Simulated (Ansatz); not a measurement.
# CH5FN2Si: the cost of one run

All numbers are computed with Ansatz 0.2.0, driven from Python. The levels of theory stand in the script.

## Step 1: The system

Bond lengths: N1–C2 1.252 Å, C2–Si3 1.900 Å, Si3–N4 1.760 Å, Si3–F5 1.575 Å, N1–H6 1.090 Å, C2–H7 1.119 Å, Si3–H8 1.444 Å, N4–H9 0.987 Å, N4–H10 1.045 Å. Angles: N1–C2–Si3 125.7°, N1–C2–H7 117.0°, Si3–C2–H7 117.2°, C2–N1–H6 112.0°, C2–Si3–N4 109.5°, C2–Si3–F5 109.3°, C2–Si3–H8 112.5°, N4–Si3–F5 105.1°, N4–Si3–H8 107.4°, F5–Si3–H8 112.8°, Si3–N4–H9 103.8°, Si3–N4–H10 100.2°, H9–N4–H10 107.0°.

The script holds or builds the structure itself.

## Step 2: Script

File ch5fn2si_disp.py:

```python
# -*- coding: utf-8 -*-
"""Dispersion corrections for CH5FN2Si."""

import ansatz as az

ch5fn2si = (
    az.Crystal.molecule()
    .atom("N", (0.3449, 1.7647, 1.3376))
    .atom("C", (0.3933, 0.5153, 1.2816))
    .atom("Si", (-0.4598, -0.5713, -0.0233))
    .atom("N", (0.6738, -0.9293, -1.3212))
    .atom("F", (-1.6194, 0.2475, -0.7066))
    .atom("H", (-0.3073, 2.1824, 0.5703))
    .atom("H", (1.0329, -0.0022, 2.0404))
    .atom("H", (-0.91, -1.8327, 0.517))
    .atom("H", (0.9038, -0.0415, -1.6851))
    .atom("H", (0.0309, -1.3842, -2.0078))
)

model = ch5fn2si.calculation().basis(gaussian="def2-SVP")
for name in ["pbe", "revpbe"]:
    for correction in ("d3bj", "d4"):
        r = model.functional(name, dispersion=correction).run().report
        print(f"{name:8s} {correction:5s} total {r['free_energy_ev']:.5f} eV, of which dispersion {1000 * r['dispersion']['energy']['ev']:.2f} meV")
```

## Step 3: The calls as engine input

The package turns the script's settings into the engine's input (first run):

```yaml
crystal:
  periodic: [false, false, false]
  atoms:
    - { symbol: "N", position_ang: [0.3449, 1.7647, 1.3376] }
    - { symbol: C, position_ang: [0.3933, 0.5153, 1.2816] }
    - { symbol: Si, position_ang: [-0.4598, -0.5713, -0.0233] }
    - { symbol: "N", position_ang: [0.6738, -0.9293, -1.3212] }
    - { symbol: F, position_ang: [-1.6194, 0.2475, -0.7066] }
    - { symbol: H, position_ang: [-0.3073, 2.1824, 0.5703] }
    - { symbol: H, position_ang: [1.0329, -0.0022, 2.0404] }
    - { symbol: H, position_ang: [-0.91, -1.8327, 0.517] }
    - { symbol: H, position_ang: [0.9038, -0.0415, -1.6851] }
    - { symbol: H, position_ang: [0.0309, -1.3842, -2.0078] }
basis:
  gaussian:
    orbitals: def2-SVP
hamiltonian:
  xc: pbe
  dispersion: d3bj
```

## Step 4: The run

Launch:

```
python ch5fn2si_disp.py
```

**Question.** How long does this script take on 1 thread of Arm Neoverse V1, shared host, and how much memory does it need?

About 10 s, with a peak of 0.19 GiB.
